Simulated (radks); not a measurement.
# Cl⁺ in [Ne] 3s2 3p3.75 4p0.25: an all-electron calculation

An exercise on one series of results from a longer session: the logs are not shown, and one member is left open.

Program: radks (a radial shooting solver on a logarithmic mesh, Libxc functionals) version 1. Level of theory: scalar-relativistic Kohn-Sham, BP86, spin-polarised, spherical densities, point nucleus; open shells are filled with parallel spins first. These are calculated values, not measurements, unless marked.

### The atom as given

| Item | Value |
| --- | --- |
| element | chlorine (Z = 17) |
| charge | +1 |
| electrons | 16 |
| configuration | [Ne] 3s2 3p3.75 4p0.25 |

The first run:

The run's settings:

```text
Z 17
configuration [Ne] 3s2 3p3.75 4p0.25
relativity scalar-relativistic
functional b88,p86
spin polarised
nucleus point
c 137.035999084
```

Run with:

```console
$ python run_ks.py task.json out
```

The same process makes all the runs of this session.

Steps of the session up to this table: Self-consistent calculation.

One of the session's tables, all rows but one given; the rest of the session is left out.

It belongs to the step «Radial structure». Radial moments (bohr):

| level | <r> | outermost maximum (interpolated) | 90 % within | nodes |
| --- | --- | --- | --- | --- |
| 1s up | ? | ? | ? | ? |
| 1s down | 0.09094 | 0.0594 | 0.162 | 0 |
| 2s up | 0.4441 | 0.362 | 0.695 | 1 |
| 2s down | 0.4439 | 0.362 | 0.694 | 1 |
| 2p up | 0.4067 | 0.301 | 0.676 | 0 |
| 2p down | 0.4065 | 0.302 | 0.675 | 0 |
| 3s up | 1.473 | 1.26 | 2.21 | 2 |
| 3s down | 1.484 | 1.26 | 2.24 | 2 |
| 3p up | 1.666 | 1.38 | 2.57 | 1 |
| 3p down | 1.700 | 1.38 | 2.64 | 1 |
| 4p up | 5.600 | 5.01 | 8.19 | 2 |

**Question.** Estimate the row for 1s up.

The run gave: <r>: 0.09095; outermost maximum (interpolated): 0.0595; 90 % within: 0.162; nodes: 0. In the column «<r>» it lies between 1s down (0.09094) and 2p down (0.4065).
